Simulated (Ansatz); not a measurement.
**GaAsH₂ (triplet): from Hartree-Fock to the top rungs, cc-pVDZ**

An exercise on one series of results from a longer session: the logs are not shown, and one member is left open.

Method: cc-pVDZ, core rule «outside noble gas», up to 28 orbitals frozen; program: Ansatz 0.2.0, Gaussian basis.

The runs, in order: UHF; CCSD(T) on ROHF; CCSD(T) on UHF; BCCD(T) on ROHF; CISD as a restricted active space (open shells left free, so some higher excitations enter); CCSDT(Q) on ROHF; CCSDT(Q) on UHF; CCSDTQ on ROHF.

15 further runs of the same task are left out: 11 for a known fault of the program, 4 set aside as unsound or not needed. Runs told in other sessions of the task aren't counted.

## The geometry

The geometry is a PBE0/def2-TZVP stationary point (not a proven minimum). No spin-orbit coupling is included. The filled d shell of Ga, As may be among the frozen orbitals whatever the setting's name suggests.

4 atoms, charge 0, spin multiplicity 3.

Atoms are counted from 1 here; the program's logs count them from 0.

Bond lengths: Ga1–As2 2.421 Å, Ga1–H3 1.572 Å, Ga1–H4 1.572 Å. Angles: As2–Ga1–H3 119.9°, As2–Ga1–H4 119.9°, H3–Ga1–H4 120.3°.

The first run:

Contents of in.yaml:

```yaml
crystal:
  periodic: [false, false, false]
  atoms:
    - {symbol: Ga, position_ang: [0.000000, 0.000000, 1.226035]}
    - {symbol: As, position_ang: [0.000000, 0.000000, -1.195022]}
    - {symbol: H, position_ang: [0.000000, 1.363635, 2.009104]}
    - {symbol: H, position_ang: [0.000000, -1.363635, 2.009104]}
basis:
  gaussian: {orbitals: cc-pVDZ}
magnetization: {spin_polarized: true, initial_magnetization: 2}
hamiltonian: {xc: hf}
output: {orbitals: {seedname: orbitals}}
```

Run with:

```sh
ansatz run in.yaml --threads 1 --pin off --events-out ev --progress --plain --max-ram 4096MiB --backend cpu
```

Among the steps run: UHF; CCSD(T) on ROHF; CCSD(T) on UHF; BCCD(T) on ROHF; CISD as a restricted active space (open shells left free, so some higher excitations enter); CCSDT(Q) on ROHF; CCSDT(Q) on UHF; CCSDTQ on ROHF.

One of the session's tables, all rows but one given; the rest of the session is left out.

```
   method  from RCCSDTQ (kcal/mol)
     ROHF                  +107.60
      UHF                  +104.71
     RMP2                   +23.31
     UMP2                        ?
    RCCSD                    +3.04
    UCCSD                    +2.79
 RCCSD(T)                    +0.71
 UCCSD(T)                    +0.53
  BCCD(T)                    +0.70
   RCCSDT                    +0.14
   UCCSDT                    -0.03
RCCSDT(Q)                    +0.02
UCCSDT(Q)                    -0.16
  RCCSDTQ                        0
```

**Question.** Estimate the row for UMP2.

**Answer.** from RCCSDTQ (kcal/mol): +23.60. In the column «from RCCSDTQ (kcal/mol)» it lies between RMP2 (+23.31) and UHF (+104.71).

To keep in mind: Restricted and unrestricted rows rest on different reference determinants; a gap between their highest levels can come from leftover correlation error, from unlike frozen cores or from another state.
